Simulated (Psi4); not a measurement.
# C3H10Si (trimethylsilane) at CCSD/cc-pVDZ

What is the energy change on altering one bond length of C3H10Si (trimethylsilane) at CCSD/cc-pVDZ? 

Program for the calculation: Psi4 1.11.

1 further run of the same task is left out (set aside as unsound or not needed).

### Step 1. Starting point

C3H10Si has 14 atoms, charge 0, and is taken as a singlet. SMILES: `C[SiH](C)C`. Geometry: relaxed at PBE0-D4/def2-TZVP.

Bond lengths: C1–Si2 1.874 Å, Si2–C3 1.874 Å, Si2–C4 1.874 Å, C1–H5 1.093 Å, C1–H6 1.093 Å, C1–H7 1.094 Å, Si2–H8 1.494 Å, C3–H9 1.094 Å, C3–H10 1.093 Å, C3–H11 1.093 Å, C4–H12 1.093 Å, C4–H13 1.094 Å, C4–H14 1.093 Å. Some angles: C1–Si2–C3 110.3°, C1–Si2–C4 110.3°, C3–Si2–C4 110.3°, C1–Si2–H8 108.6°, C3–Si2–H8 108.6°, C4–Si2–H8 108.6°, Si2–C1–H5 111.2°, Si2–C1–H6 111.1°, Si2–C1–H7 110.9°, Si2–C3–H9 110.9°.

### Step 2. A single-point energy at CCSD/cc-pVDZ

The input, c3h10si.xyz:

```xyz
14
C3H10Si
C     -0.956800     1.082600    -1.038400
Si    -0.338800    -0.014600     0.348900
C      1.239400     0.684100     1.077800
C     -0.051300    -1.756700    -0.277600
H     -1.888100     0.697200    -1.460900
H     -1.145900     2.098700    -0.683100
H     -0.221600     1.141300    -1.845900
H     -1.379500    -0.059300     1.420400
H      2.029000     0.733500     0.322800
H      1.601800     0.063500     1.901200
H      1.081800     1.694100     1.464300
H     -0.968800    -2.184000    -0.689800
H      0.706900    -1.767300    -1.065700
H      0.291900    -2.413100     0.526000
```

The input, c3h10si_ase.py:

```python
import numpy as np
from ase.calculators.psi4 import Psi4
from ase.io import read

mol = read('c3h10si.xyz')
calc = Psi4(atoms=mol, method='ccsd', basis='cc-pVDZ', memory='1600MB', num_threads=1, charge=0, multiplicity=1, label='c3h10si')
calc.psi4.set_options({'puream': True, 'e_convergence': 1e-09, 'd_convergence': 1e-08, 'scf_type': 'pk', 'num_frozen_docc': 8})
mol.calc = calc

print(f'energy: {mol.get_potential_energy():.6f} eV')
```

Launch:

```console
$ python c3h10si_ase.py
```

c3h10si.dat:

```text
[...]
  Running in c1 symmetry.
[...]
  Nuclear repulsion =  175.332631854346999
[...]
  Multiplicity = 1
[...]
  Nalpha       = 21
  Nbeta        = 21
[...]
    Number of basis functions: 110
[...]
   @RHF iter   1:  -408.22126401237483   -6.67265e-01   4.59080e-03 ADIIS/DIIS
[...]
   @RHF iter   9:  -408.38782338558798   -1.64277e-11   7.41324e-09 DIIS
[...]
    Orbital Energies [Eh]
    ---------------------
    Doubly Occupied:
       1A    -68.756462     2A    -11.204242     3A    -11.204238
       4A    -11.204228     5A     -6.106536     6A     -4.212517
       7A     -4.212420     8A     -4.212420     9A     -0.966512
      10A     -0.922819    11A     -0.922806    12A     -0.646442
      13A     -0.572134    14A     -0.559467    15A     -0.559450
      16A     -0.539077    17A     -0.539059    18A     -0.527955
      19A     -0.436236    20A     -0.428648    21A     -0.428625
[...]
  @RHF Final Energy:  -408.38782338558798
   => Energetics <=
    Nuclear Repulsion Energy =            175.3326318543469995
    One-Electron Energy =                -909.1163297808559491
    Two-Electron Energy =                 325.3958745409209428
    Total Energy =                       -408.3878233855879785
[...]
 Multipole Moments:
 ------------------------------------------------------------------------------------
     Multipole            Electronic (a.u.)      Nuclear  (a.u.)        Total (a.u.)
 ------------------------------------------------------------------------------------
 L = 1.  Multiply by 2.5417464519 to convert [e a0] to [Debye]
 Dipole X            :         -0.7742804            0.9301532            0.1558728
 Dipole Y            :         -0.0334675            0.0400075            0.0065399
 Dipole Z            :          0.7975419           -0.9578712           -0.1603293
 Magnitude           :                                                    0.2237065
[...]
      * MP2 total energy                      = -408.934170177205431
[...]
      * CCSD total energy                     = -409.000682648602094
```

On the terminal:

```text
energy: -11129.475460 eV
```

Wall time 38 s (1 thread of Intel Xeon 6975P-C (Granite Rapids), shared host); peak memory 1.1 GiB.

### Step 3. The distorted shape, same level

The input, c3h10si.dat:

```
memory 1600 MB

molecule geom {
  0 1
  C     -1.049487     1.247157    -1.246466
  Si    -0.338800    -0.014600     0.348900
  C      1.239400     0.684100     1.077800
  C     -0.051300    -1.756700    -0.277600
  H     -1.980787     0.861757    -1.668966
  H     -1.238587     2.263257    -0.891166
  H     -0.314287     1.305857    -2.053966
  H     -1.379500    -0.059300     1.420400
  H      2.029000     0.733500     0.322800
  H      1.601800     0.063500     1.901200
  H      1.081800     1.694100     1.464300
  H     -0.968800    -2.184000    -0.689800
  H      0.706900    -1.767300    -1.065700
  H      0.291900    -2.413100     0.526000
  symmetry c1
}

set {
  basis           cc-pVDZ
  puream          true
  e_convergence   1e-09
  d_convergence   1e-08
  scf_type        pk
  num_frozen_docc 8
}

energy_value, wavefunction = energy("ccsd", return_wfn=True)
print_variables()
```

Launch:

```console
$ psi4 c3h10si.dat c3h10si.out -n 1
```

c3h10si.out:

```text
[...]
  Running in c1 symmetry.
[...]
  Nuclear repulsion =  169.593818874540688
[...]
  Multiplicity = 1
[...]
  Nalpha       = 21
  Nbeta        = 21
[...]
    Number of basis functions: 110
[...]
   @RHF iter   1:  -408.21343489198068   -9.31349e-01   4.45244e-03 DIIS/ADIIS
[...]
   @RHF iter  10:  -408.37145562936803   -3.03544e-11   9.35207e-09 DIIS
[...]
    Orbital Energies [Eh]
    ---------------------
    Doubly Occupied:
       1A    -68.776971     2A    -11.215984     3A    -11.210054
       4A    -11.210046     5A     -6.122349     6A     -4.228592
       7A     -4.228508     8A     -4.227840     9A     -0.960479
      10A     -0.927084    11A     -0.906844    12A     -0.646657
      13A     -0.568506    14A     -0.562951    15A     -0.549485
      16A     -0.543172    17A     -0.532078    18A     -0.528117
      19A     -0.443113    20A     -0.435805    21A     -0.393702
[...]
  @RHF Final Energy:  -408.37145562936803
   => Energetics <=
    Nuclear Repulsion Energy =            169.5938188745406876
    One-Electron Energy =                -897.4938718401632514
    Two-Electron Energy =                 319.5285973362545064
    Total Energy =                       -408.3714556293680289
[...]
 Multipole Moments:
 ------------------------------------------------------------------------------------
     Multipole            Electronic (a.u.)      Nuclear  (a.u.)        Total (a.u.)
 ------------------------------------------------------------------------------------
 L = 1.  Multiply by 2.5417464519 to convert [e a0] to [Debye]
 Dipole X            :         -0.5973860            0.8461646            0.2487785
 Dipole Y            :         -0.3218272            0.1891214           -0.1327057
 Dipole Z            :          1.1483784           -1.1464110            0.0019674
 Magnitude           :                                                    0.2819671
[...]
      * MP2 total energy                      = -408.918263671151578
[...]
      * CCSD total energy                     = -408.985650823354376
[...]
```

Wall time 36 s (1 thread of Intel Xeon 6975P-C (Granite Rapids), shared host); peak memory 1.1 GiB.

### Step 4. Summary of results

Level: CCSD/cc-pVDZ, 8 core orbitals frozen.

| quantity | value |
| --- | --- |
| first shape: total energy | -409.00068 Eh |
| first shape: HOMO energy (Hartree–Fock orbitals) | -11.66 eV |
| first shape: LUMO energy (Hartree–Fock orbitals) | 4.62 eV |
| first shape: HOMO–LUMO gap (Hartree–Fock orbitals) | 16.28 eV |
| first shape: correlation energy (8 core orbitals frozen) | -612.9 mEh |
| first shape: T1 diagnostic | 0.008 |
| distorted shape: total energy | -408.98565 Eh |
| distorted shape: HOMO energy (Hartree–Fock orbitals) | -10.71 eV |
| distorted shape: LUMO energy (Hartree–Fock orbitals) | 4.60 eV |
| distorted shape: HOMO–LUMO gap (Hartree–Fock orbitals) | 15.31 eV |
| distorted shape: correlation energy (8 core orbitals frozen) | -614.2 mEh |
| distorted shape: T1 diagnostic | 0.008 |
| energy change with the C1–Si2 bond stretched from 1.874 to 2.155 Å | 0.409 eV |

With the C1–Si2 bond stretched from 1.874 to 2.155 Å the energy rises by 0.41 eV (9.4 kcal/mol). The first shape isn't relaxed at this level, so the change isn't measured from a minimum.
